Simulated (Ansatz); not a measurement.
# CH8AlBSi: small, medium and large basis sets

The task here is to estimate one member of a computed series from the others.

Method: one geometry, several basis sets; program: Ansatz 0.2.0, Gaussian basis.

Plan: PBE0-D4/def2-SVP; ωB97M-V/def2-SVP; PBE0-D4/def2-QZVPP; ωB97M-V/def2-QZVPP; the functionals' def2-TZVPP values are taken from earlier runs.

1 further run of the same task is left out (it didn't finish).

### The relaxed structure

The geometry comes from an earlier relaxation with PBE0-D4 in a triple-zeta def2 set; it is a stationary point, not always the lowest conformer.

12 atoms, charge 0, spin multiplicity 1.

Atoms are counted from 1 here; the program's logs count them from 0.

Bond lengths: B1–Si2 1.855 Å, B1–Al3 2.181 Å, B1–H5 1.192 Å, B1–H6 1.237 Å, Si2–Al3 2.748 Å, Si2–H7 1.484 Å, Si2–H8 1.484 Å, Al3–C4 1.949 Å, Al3–H9 1.588 Å, C4–H10 1.096 Å, C4–H11 1.091 Å, C4–H12 1.094 Å. Angles: Si2–B1–Al3 85.4°, Si2–B1–H5 123.0°, Si2–B1–H6 119.3°, Al3–B1–H5 111.7°, Al3–B1–H6 65.3°, H5–B1–H6 117.2°, B1–Si2–Al3 52.3°, B1–Si2–H7 126.0°, B1–Si2–H8 122.6°, Al3–Si2–H7 93.5°, Al3–Si2–H8 123.9°, H7–Si2–H8 111.0°, B1–Al3–Si2 42.3°, B1–Al3–C4 114.1°, B1–Al3–H9 120.8°, Si2–Al3–C4 137.5°, Si2–Al3–H9 97.5°, C4–Al3–H9 121.9° and more.

Set-up of the first run:

File in.yaml:

```yaml
crystal:
  periodic: [false, false, false]
  atoms:
    - {symbol: B, position_ang: [-1.179046, 0.998910, -0.309403]}
    - {symbol: Si, position_ang: [-1.863082, 0.344232, 1.286269]}
    - {symbol: Al, position_ang: [0.692345, 0.068753, 0.314720]}
    - {symbol: C, position_ang: [1.593619, -0.932218, -1.094597]}
    - {symbol: H, position_ang: [-1.532099, 0.604266, -1.377815]}
    - {symbol: H, position_ang: [-0.205877, 1.761811, -0.282576]}
    - {symbol: H, position_ang: [-1.403051, 0.710021, 2.649169]}
    - {symbol: H, position_ang: [-2.852161, -0.760273, 1.337998]}
    - {symbol: H, position_ang: [1.462525, 0.580312, 1.606380]}
    - {symbol: H, position_ang: [1.864187, -1.927160, -0.723113]}
    - {symbol: H, position_ang: [0.974072, -1.063669, -1.983427]}
    - {symbol: H, position_ang: [2.525469, -0.440286, -1.389706]}
basis:
  gaussian: {orbitals: def2-SVP}
hamiltonian: {xc: pbe0, dispersion: d4}
output: {orbitals: {seedname: orbitals}}
```

On the command line:

```sh
$ ansatz run in.yaml --threads 2 --pin off --events-out ev --progress --plain --max-ram 4352MiB
```

Steps of the session up to this table: PBE0-D4 in def2-SVP; ωB97M-V in def2-SVP; PBE0-D4 in def2-QZVPP; ωB97M-V in def2-QZVPP.

One table of the session follows, with a row left open; its other results are not shown here.

It belongs to the step «Density functionals: the series». 

| functional | basis | HOMO (eV) | LUMO (eV) |
| --- | --- | --- | --- |
| PBE0-D4 | def2-SVP | -6.78 | -1.92 |
| PBE0-D4 | def2-TZVPP | -6.76 | -1.96 |
| PBE0-D4 | def2-QZVPP | -6.77 | -1.97 |
| ωB97M-V | def2-SVP | -8.66 | -0.03 |
| ωB97M-V | def2-TZVPP | -8.68 | -0.14 |
| ωB97M-V | def2-QZVPP | ? | ? |

**Question.** Estimate the row for ωB97M-V, def2-QZVPP.

The run gave: HOMO (eV): -8.68; LUMO (eV): -0.21.
